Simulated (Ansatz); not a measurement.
# SnO2: the cost of one run

Computed with Ansatz 0.2.0 (DFT LDA, scalar-relativistic, plane waves, PAW, unless a step's input says otherwise).

18 further runs of the same task are left out: 1 that didn't finish, 17 set aside as unsound or not needed.

**1. Starting point**

It takes space group Pbcn (No. 60, orthorhombic). Conventional cell: a = 4.702 Å, b = 5.693 Å, c = 5.202 Å, α = 90.00°, β = 90.00°, γ = 90.00°. Sn (site symmetry 2) has 6 O at 2.02 to 2.09 Å as nearest neighbours. Around O (site symmetry 1) lie 3 Sn at 2.02 to 2.09 Å.

Structure file:

```xyz
12
Lattice="4.7016 0.0000 0.0000 0.0000 5.6927 0.0000 0.0000 0.0000 5.2017" Properties=species:S:1:pos:R:3 pbc="T T T"
Sn    2.3508    3.7990    3.9013
Sn    0.0000    4.7401    1.3004
Sn    2.3508    1.8937    1.3004
Sn    0.0000    0.9526    3.9013
O     3.4365    3.4442    0.4041
O     1.0857    5.0949    4.7976
O     3.6159    5.0949    3.0050
O     1.2651    3.4442    2.1967
O     3.4365    2.2485    3.0050
O     1.0857    0.5978    2.1967
O     3.6159    0.5978    0.4041
O     1.2651    2.2485    4.7976
```

It goes back to an entry of the Materials Project, which need not be the stable form.

This cell was relaxed beforehand with the same method: volume 11.60 Å³/atom, gap on the mesh 1.52 eV.

**2. Plan of the line**

The energy is mapped over volume and the cell's shape.

First coordinate, volume per atom: 7 values from 9.75 to 13.46 Å³. Second coordinate, stretch along b over the lengths across it, relative to the relaxed cell: 7 values from 0.923 to 1.083.

Nothing else is relaxed (fractional coordinates fixed). Energies count from the relaxed crystal. Points are written as (first, second).

**3. Point (9.75 Å³, 1.000)**

Contents of input.yaml:

```yaml
crystal:
  lattice:
    - [4.4361979845, 0.0, 0.0]
    - [0.0, 5.3713841961, 0.0]
    - [0.0, 0.0, 4.9080673756]
  atoms:
    - { symbol: Sn, position: [0.5, 0.6673419135, 0.75] }
    - { symbol: Sn, position: [0.0, 0.8326580865, 0.25] }
    - { symbol: Sn, position: [0.5, 0.3326580865, 0.25] }
    - { symbol: Sn, position: [0.0, 0.1673419135, 0.75] }
    - { symbol: O, position: [0.7309254637, 0.6050162923, 0.0776916535] }
    - { symbol: O, position: [0.2309254637, 0.8949837077, 0.9223083465] }
    - { symbol: O, position: [0.7690745363, 0.8949837077, 0.5776916535] }
    - { symbol: O, position: [0.2690745363, 0.6050162923, 0.4223083465] }
    - { symbol: O, position: [0.7309254637, 0.3949837077, 0.5776916535] }
    - { symbol: O, position: [0.2309254637, 0.1050162923, 0.4223083465] }
    - { symbol: O, position: [0.7690745363, 0.1050162923, 0.0776916535] }
    - { symbol: O, position: [0.2690745363, 0.3949837077, 0.9223083465] }
basis:
  ecutwfc: 520.0
kpoints:
  mp_grid: { grid: [6, 6, 6] }
hamiltonian:
  xc: lda
  pseudopotentials: { kind: paw, azcp: { folder: soft_1 } }
scf:
  occupations: { method: gaussian, width: 0.05 }
output:
  forces: true
  stress: true
  eigenvalues: true
```

Run with:

```
ansatz run input.yaml --threads 4 --pin off --max-ram 8192MiB --backend cpu --events-out ev --progress --plain --runs-dir out
```

What time and memory should one allow on 4 threads of Arm Neoverse N1, shared host?

About 20 s, with a peak of 0.79 GiB.
